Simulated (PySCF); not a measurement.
**IBr at other levels of theory**

Aim: see what other levels and later steps give for IBr.

The runs use PySCF 2.14.0; each script names its method and basis.

3 further runs of the same task are left out: 2 for a known fault of the program, 1 that didn't finish.

### Step 1. The system as given

IBr: 2 atoms, charge 0, spin multiplicity 1.

Bond lengths: I1–Br2 2.304 Å.

### Step 2. The base run

Input file input.py:

```python
from pyscf import gto, scf

mol = gto.M(
    atom='I 0 0 0; Br 0 0 2.304',
    basis='def2-svp',
    ecp={'I': 'def2-svp'},
    charge=0,
    spin=0,
    verbose=4,
)
mf = scf.RHF(mol)
mf.kernel()
mf.nuc_grad_method().kernel()
mf.dip_moment()
print('orbital energies (hartree):', mf.mo_energy[..., max(0, mol.nelec[1]-3):mol.nelec[0]+3].round(4))
```

Launch:

```bash
> OMP_NUM_THREADS=1 python input.py
```

### Step 3. Population analysis

Edit 1 changes step after the SCF: gradient → analyze.

Edit input.py of step 2 so:

```diff
@@ -12,3 +12,3 @@
 mf.kernel()
-mf.nuc_grad_method().kernel()
+mf.mulliken_pop()
 mf.dip_moment()
```

### Step 4. Bp86 (RKS)

Edit 2 changes functional: none (Hartree–Fock) → bp86; SCF type: RHF → RKS; step after the SCF: gradient → analyze.

Edit input.py of step 2 so:

```diff
@@ -1,2 +1,2 @@
-from pyscf import gto, scf
+from pyscf import gto, dft
 
@@ -10,5 +10,5 @@
 )
-mf = scf.RHF(mol)
+mf = dft.RKS(mol, xc='bp86')
 mf.kernel()
-mf.nuc_grad_method().kernel()
+mf.mulliken_pop()
 mf.dip_moment()
```

### Step 5. UHF

Edit 3 changes SCF type: RHF → UHF.

Input file input.py:

```python
from pyscf import gto, scf

mol = gto.M(
    atom='I 0 0 0; Br 0 0 2.304',
    basis='def2-svp',
    ecp={'I': 'def2-svp'},
    charge=0,
    spin=0,
    verbose=4,
)
mf = scf.UHF(mol)
mf.kernel()
mf.nuc_grad_method().kernel()
mf.dip_moment()
print('orbital energies (hartree):', [e[max(0, n-3):n+3].round(4) for e, n in zip(mf.mo_energy, mol.nelec)])
```

### Step 6. TDHF

Edit 4 changes step after the SCF: gradient → tddft; number of roots: none → 8.

Edit input.py of step 2 so:

```diff
@@ -1,2 +1,2 @@
-from pyscf import gto, scf
+from pyscf import gto, scf, tdscf
 
@@ -12,3 +12,6 @@
 mf.kernel()
-mf.nuc_grad_method().kernel()
+td = tdscf.TDHF(mf)
+td.nstates = 8
+td.kernel()
+td.analyze(verbose=3)
 mf.dip_moment()
```

**Question.** What will these runs give? Wanted: for each run, E(SCF); from base; gap; SCF dipole; after the SCF.

The runs gave:

```csv
run,E(SCF) (hartree),from base (eV),cycles,gap (eV),SCF dipole (D),after the SCF
base,-2868.740128,0,10,10.88,0.73,n/a
population analysis,-2868.740128,0.0000,10,10.88,0.73,n/a
bp86 (RKS),-2871.939413,not comparable,12,2.64,0.55,n/a
UHF,-2868.740128,0.0000,10,10.88,0.73,n/a
TDHF,-2868.740128,0.0000,10,10.88,0.73,lowest root found 3.70 eV
```

**Reading.** With UHF the SCF ends at the base energy. A lower total energy from another functional means nothing by itself.
